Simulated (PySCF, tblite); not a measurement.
# C4H8F2N2Si: geometry, infrared bands and NMR shifts

Aim: predict the infrared bands and NMR shifts of C4H8F2N2Si (`N#C[SiH2]CNCC(F)F`).

Programs: tblite 0.8.0 and PySCF 2.14.0, with density-fitted response routines of our own. Each step states its level of theory. These are calculated values for one molecule in the gas phase, unless marked as measured. Atoms count from 0, in the outputs and in this text.

### Step 1. Starting geometry

17 atoms, charge 0, multiplicity 1; geometry from: force field or distance geometry start.

Bonds of the start (Å): N0–C1 1.17, C1–Si2 1.87, Si2–C3 1.91, C3–N4 1.48, N4–C5 1.49, C5–C6 1.53, C6–F7 1.35, C6–F8 1.35, Si2–H9 1.49, Si2–H10 1.49, C3–H11 1.08, C3–H12 1.09, N4–H13 1.02, C5–H14 1.10, C5–H15 1.09, C6–H16 1.10.

### Step 2. Relaxing the molecule with GFN2-xTB

Job settings and geometry (Å):

```
{"job": {"kind": "relax", "xc": "GFN2-xTB", "basis": "xTB"}, "charge": 0, "multiplicity": 1}
N      4.946400    -0.186100    -0.815500
C      3.942800    -0.051000    -0.230400
Si     2.339100     0.146600     0.716700
C      0.865200    -0.127100    -0.460100
N     -0.425900     0.048500     0.243000
C     -1.555600    -0.288500    -0.665400
C     -2.925800    -0.024700    -0.040700
F     -3.891400    -0.331600    -0.929200
F     -3.051600     1.294900     0.235500
H      2.253100    -0.801500     1.864300
H      2.216300     1.524200     1.278600
H      0.941200     0.555100    -1.295200
H      0.935600    -1.156000    -0.827900
H     -0.530200     1.028900     0.517600
H     -1.481000     0.318600    -1.577400
H     -1.496200    -1.341800    -0.941500
H     -3.089000    -0.596500     0.884000
```

Started as:

```console
> OMP_NUM_THREADS=1 python probes_run.py task.json out
```

One launch serves the whole session: the jobs run in the order shown.

Output:

```text
step      E/eV     max force
  0    -805.78838    2.842
  1    -805.64621    9.039
  2    -805.87854    0.588
  3    -805.89210    0.434
  4    -805.92047    0.421
  5    -805.93063    0.329
  6    -805.94400    0.209
  7    -805.94984    0.210
  8    -805.95578    0.197
  9    -805.95795    0.104
 10    -805.95902    0.092
 11    -805.95972    0.080
 12    -805.96066    0.094
 13    -805.96183    0.100
 14    -805.96311    0.089
 15    -805.96431    0.075
 16    -805.96555    0.107
 17    -805.96691    0.114
 18    -805.96819    0.085
 19    -805.96917    0.075
 20    -805.96985    0.056
 21    -805.97038    0.059
 22    -805.97087    0.046
 23    -805.97127    0.040
 24    -805.97157    0.037
 25    -805.97182    0.040
 26    -805.97207    0.043
 27    -805.97233    0.042
 28    -805.97261    0.041
 29    -805.97289    0.043
 30    -805.97315    0.042
 31    -805.97337    0.036
 32    -805.97353    0.027
 33    -805.97363    0.021
 34    -805.97372    0.023
 35    -805.97382    0.025
 36    -805.97393    0.024
 37    -805.97402    0.022
 38    -805.97408    0.019
 39    -805.97412    0.019
 40    -805.97418    0.021
 41    -805.97429    0.031
 42    -805.97442    0.034
 43    -805.97454    0.023
 44    -805.97461    0.020
 45    -805.97467    0.021
 46    -805.97473    0.029
 47    -805.97481    0.029
 48    -805.97488    0.024
 49    -805.97496    0.023
 50    -805.97505    0.025
 51    -805.97517    0.038
 52    -805.97529    0.035
 53    -805.97537    0.018
 54    -805.97542    0.019
 55    -805.97546    0.018
 56    -805.97550    0.020
 57    -805.97554    0.016
 58    -805.97558    0.014
 59    -805.97561    0.013
 60    -805.97564    0.019
 61    -805.97567    0.017
 62    -805.97569    0.010
 63    -805.97570    0.011
 64    -805.97571    0.009
```

Run time: 0.45 s. Hardware: 1 thread of Arm Neoverse V1, shared host.

Relaxation path: (not every step is listed) (the energy doesn't fall at every step)

```
step  energy from step 0 (eV)  largest force (eV/Å)
   0                   0.0000                2.8417
   1                   0.1422                9.0386
   2                  -0.0902                0.5875
   3                  -0.1037                0.4343
   4                  -0.1321                0.4213
   5                  -0.1422                0.3291
   6                  -0.1556                0.2091
   7                  -0.1615                0.2103
   8                  -0.1674                0.1973
  13                  -0.1735                0.0997
  18                  -0.1798                0.0848
  23                  -0.1829                0.0402
  28                  -0.1842                0.0414
  33                  -0.1852                0.0214
  38                  -0.1857                0.0189
  43                  -0.1862                0.0235
  48                  -0.1865                0.0243
  53                  -0.1870                0.0185
  58                  -0.1872                0.0140
  59                  -0.1872                0.0131
  60                  -0.1873                0.0192
  61                  -0.1873                0.0175
  62                  -0.1873                0.0102
  63                  -0.1873                0.0107
  64                  -0.1873                0.0093
```

Distances of close pairs at the start and the end, largest changes first:

| bond | before (Å) | after (Å) | change (Å) |
| --- | --- | --- | --- |
| N4–C5 | 1.488 | 1.449 | -0.039 |
| Si2–H9 | 1.491 | 1.461 | -0.030 |
| Si2–H10 | 1.493 | 1.466 | -0.027 |
| C3–N4 | 1.481 | 1.454 | -0.026 |
| N0–C1 | 1.170 | 1.145 | -0.024 |
| C3–H11 | 1.081 | 1.103 | +0.022 |
| C5–C6 | 1.529 | 1.521 | -0.008 |
| N4–H13 | 1.023 | 1.016 | -0.007 |

The final coordinates are the input of the step that follows.

### Step 3. Vibrational analysis with GFN2-xTB

Job settings and geometry (Å):

```
{"job": {"kind": "ir", "xc": "GFN2-xTB", "basis": "xTB"}, "charge": 0, "multiplicity": 1}
N      4.845716    -0.181386    -0.715640
C      3.858694    -0.051780    -0.149030
Si     2.253359     0.167976     0.783350
C      0.867492    -0.144676    -0.489870
N     -0.429618     0.013010     0.148927
C     -1.539112    -0.244753    -0.747275
C     -2.848325    -0.018836    -0.006768
F     -3.900498    -0.426773    -0.752666
F     -3.038836     1.304717     0.227682
H      2.225005    -0.813619     1.864621
H      2.234083     1.555630     1.255814
H      0.978896     0.507741    -1.372370
H      0.924827    -1.173258    -0.859217
H     -0.516024     0.955568     0.519361
H     -1.535086     0.392013    -1.649413
H     -1.501615    -1.291750    -1.062929
H     -2.885957    -0.537793     0.961910
```

Output:

```text
mode    cm-1     km/mol
  1      26.7      5.60
  2      45.8      0.34
  3      54.4      8.69
  4      98.0      3.84
  5     111.8      1.24
  6     138.4      6.28
  7     224.0      3.05
  8     265.3      6.03
  9     284.9      5.16
 10     345.5      2.79
 11     419.3      6.33
 12     463.4     47.68
 13     468.6     38.31
 14     534.4     11.65
 15     551.1     12.59
 16     616.3     16.22
 17     708.5    249.38
 18     751.6    165.23
 19     754.4     52.90
 20     786.7    104.90
 21     837.5     64.78
 22     918.3     26.98
 23    1035.5    160.43
 24    1053.7     25.77
 25    1080.6     26.49
 26    1106.7     94.02
 27    1140.6     59.14
 28    1165.9      2.32
 29    1230.0     45.14
 30    1242.1     10.29
 31    1272.7     13.50
 32    1283.0     19.37
 33    1338.6     12.62
 34    1417.2     17.15
 35    1465.2      7.94
 36    1481.5      5.98
 37    2246.2    268.05
 38    2292.8    237.28
 39    2354.3     25.20
 40    2816.3     65.83
 41    2831.7     61.58
 42    2914.5     39.48
 43    2947.2     32.58
 44    2966.4     20.59
 45    3352.7      5.99
```

Wall time 0.63 s (1 thread of Arm Neoverse V1, shared host).

The strongest bands and the atoms that carry them (share of the mass-weighted mode):

| cm⁻¹ | km/mol | atoms |
| --- | --- | --- |
| 708 | 249.4 | H10 36 %, H9 30 %, Si2 22 % |
| 752 | 165.2 | H9 45 %, H10 44 % |
| 787 | 104.9 | H11 32 %, C3 22 %, H12 18 %, H13 14 % |
| 1036 | 160.4 | C6 45 %, F7 21 % |
| 1107 | 94.0 | C6 41 %, H16 21 %, C5 12 % |
| 2246 | 268.1 | H10 97 % |
| 2293 | 237.3 | H9 97 % |
| 2816 | 65.8 | H11 90 % |

### Step 4. NMR shieldings: PBE0/pcSseg-1

Settings changed since step 3:

```diff
@@ -1,2 +1,2 @@
-{"job": {"kind": "ir", "xc": "GFN2-xTB", "basis": "xTB"}, "charge": 0, "multiplicity": 1}
+{"job": {"kind": "nmr", "xc": "PBE0", "basis": "pcSseg-1"}, "charge": 0, "multiplicity": 1}
 N      4.845716    -0.181386    -0.715640
```

Level: GIAO PBE0/pcSseg-1 NMR shielding, non-relativistic, gas phase.

Output:

```text
coarse grid: 15224 points
cycle   1  E = -755.0516316488  dE =  9.832e-01  |g| = 7.548e-01  |ddm| = 3.640e+00
cycle   2  E = -754.8950609318  dE =  1.566e-01  |g| = 1.199e+00  |ddm| = 1.113e+00
cycle   3  E = -755.1467945250  dE = -2.517e-01  |g| = 2.423e-01  |ddm| = 7.210e-01
cycle   4  E = -755.1579136039  dE = -1.112e-02  |g| = 8.154e-02  |ddm| = 1.612e-01
cycle   5  E = -755.1592367110  dE = -1.323e-03  |g| = 1.446e-02  |ddm| = 4.982e-02
cycle   6  E = -755.1592777275  dE = -4.102e-05  |g| = 3.919e-03  |ddm| = 1.392e-02
cycle   7  E = -755.1592810475  dE = -3.320e-06  |g| = 9.233e-04  |ddm| = 3.892e-03
final grid: 144928 points
cycle   8  E = -755.2231297227  dE = -4.550e-05  |g| = 8.664e-03  |ddm| = 2.600e-02
cycle   9  E = -755.2231186928  dE =  1.103e-05  |g| = 1.166e-02  |ddm| = 1.562e-02
cycle  10  E = -755.2231460831  dE = -2.739e-05  |g| = 1.415e-03  |ddm| = 8.714e-03
cycle  11  E = -755.2231463867  dE = -3.036e-07  |g| = 7.218e-04  |ddm| = 1.140e-03
cycle  12  E = -755.2231464907  dE = -1.040e-07  |g| = 2.058e-04  |ddm| = 4.690e-04
cycle  13  E = -755.2231464987  dE = -7.975e-09  |g| = 3.597e-05  |ddm| = 1.335e-04
cycle  14  E = -755.2231464989  dE = -2.653e-10  |g| = 1.082e-05  |ddm| = 3.617e-05
converged SCF energy = -755.2231464989

GIAO shielding tensors (ppm)
atom      isotropic    diamagn.    paramagn.     s11        s22        s33       span
  0 N      -99.882     336.351    -436.232   -301.057   -298.159    299.571    600.628
  1 C       64.373     261.001    -196.628    -49.521    -46.144    288.784    338.306
  2 Si     422.533     878.823    -456.290    386.442    423.693    457.463     71.020
  3 C      147.521     251.612    -104.091    120.273    134.199    188.090     67.818
  4 N      229.665     323.108     -93.443    191.681    233.484    263.829     72.148
  5 C      124.922     246.887    -121.965    103.600    115.865    155.299     51.700
  6 C       64.012     243.590    -179.578     47.050     67.464     77.522     30.471
  7 F      312.620     466.117    -153.498    207.694    334.328    395.837    188.143
  8 F      315.304     473.158    -157.854    228.164    342.306    375.442    147.278
  9 H       27.248      27.744      -0.496     23.740     25.844     32.158      8.418
 10 H       27.345      28.035      -0.690     23.786     26.333     31.915      8.129
 11 H       28.858      32.241      -3.383     24.144     28.152     34.278     10.134
 12 H       29.090      32.464      -3.374     24.918     28.549     33.803      8.885
 13 H       31.684      36.745      -5.062     21.655     34.236     39.161     17.506
 14 H       28.583      30.033      -1.449     25.592     27.490     32.667      7.075
 15 H       28.787      30.621      -1.834     24.613     28.770     32.979      8.366
 16 H       25.533      28.433      -2.901     23.233     25.079     28.286      5.053
```

Wall time 36 s (1 thread of Arm Neoverse V1, shared host); peak memory 0.88 GiB.

Shifts follow as δ = σ(reference) − σ, with reference shieldings (ppm) from runs at the same level and on the same kind of geometry: 1H TMS 31.72, 13C TMS 186.9, 29Si TMS 349.2, 19F CFCl3 170.9, 15N NH3 267.7. The references are single molecules in the gas phase, so shifts against H2O, NH3, PH3, H3PO4 or CFCl3 are not on the usual liquid scales and can be off by tens of ppm. Atoms listed in one row are averaged.

```csv
atoms,environment,σ (ppm),δ (ppm),δ scaled to CDCl3
C6,sp3 CH bonded to 2 F,64.0,122.9,118.0
C1,nitrile carbon,64.4,122.6,117.7
C5,sp3 CH2 bonded to N,124.9,62.0,58.6
C3,sp3 CH2 bonded to N and Si,147.5,39.4,36.5
H16,hydrogen on an sp3 CH bonded to 2 F,25.53,6.18,5.94
"H9, H10",hydrogen on a silicon bonded to 2 C,27.30,4.42,–
"H14, H15",hydrogen on an sp3 CH2 bonded to N,28.69,3.03,2.96
"H11, H12",hydrogen on an sp3 CH2 bonded to N and Si,28.97,2.74,2.69
H13,hydrogen on an amine nitrogen,31.68,0.03,–
N0,nitrile nitrogen,-99.9,367.6,–
N4,amine nitrogen,229.7,38.1,–
Si2,"silicon bonded to 2 C, 2 H",422.5,-73.4,–
"F7, F8",fluorine of a CF2 group,314.0,-143.0,–
```

The scaled column applies a straight-line fit of computed shieldings to shifts measured in CDCl3, and one for carbons that bear F (root-mean-square error 0.16 ppm for H, 1.9 ppm for C).

Charges from the same density, by scheme (e):

| atoms | Mulliken | IAO | Hirshfeld | ESP fit |
| --- | --- | --- | --- | --- |
| N0 | -0.20 | -0.19 | -0.20 | -0.39 |
| C1 | -0.20 | -0.16 | -0.03 | 0.19 |
| Si2 | 0.72 | 0.77 | 0.40 | 0.30 |
| C3 | -0.33 | -0.42 | -0.11 | -0.04 |
| N4 | -0.55 | -0.41 | -0.17 | -0.64 |
| C5 | -0.08 | -0.18 | -0.04 | -0.15 |
| C6 | 0.51 | 0.45 | 0.15 | 0.44 |
| F7, F8 | -0.30 | -0.31 | -0.11 | -0.24 |

Mayer bond orders: N0–C1 2.94, C1–Si2 0.82, Si2–C3 0.92, C3–N4 0.95, N4–C5 0.96, C5–C6 1.02, C6–F7 0.96, C6–F8 0.95.

### Step 5. What came out

```
                                                                 quantity                             value
                                strongest single infrared mode (GFN2-xTB)             2246 cm⁻¹, 268 km/mol
                                             zero-point energy (GFN2-xTB)                     73.5 kcal/mol
                                   13C shifts against TMS (PBE0/pcSseg-1)      122.9, 122.6, 62.0, 39.4 ppm
   1H shifts against TMS (PBE0/pcSseg-1, means over atoms taken as alike)  6.18, 4.42, 3.03, 2.74, 0.03 ppm
                                   15N shifts against NH3 (PBE0/pcSseg-1)                   367.6, 38.1 ppm
                                  29Si shifts against TMS (PBE0/pcSseg-1)                         -73.4 ppm
19F shifts against CFCl3 (PBE0/pcSseg-1, means over atoms taken as alike)                        -143.0 ppm
```

Relaxing lowered the energy by 0.187 eV in 64 steps; the close pair that moved most is N4–C5, from 1.488 to 1.449 Å. All 45 modes are real, so the xTB geometry is a minimum. The strongest single mode, at 2246 cm⁻¹, moves mainly H10. Unscaled tight-binding wavenumbers are off by several per cent, some by more. Its intensities can rank the bands wrongly. H16 (hydrogen on an sp3 CH bonded to 2 F) lies farthest downfield among hydrogen, at 6.18 ppm; its carbon carries F, which withdraws density. At PBE0/pcSseg-1: The largest span, 601 ppm, is at N0, where the paramagnetic term is -436 ppm.
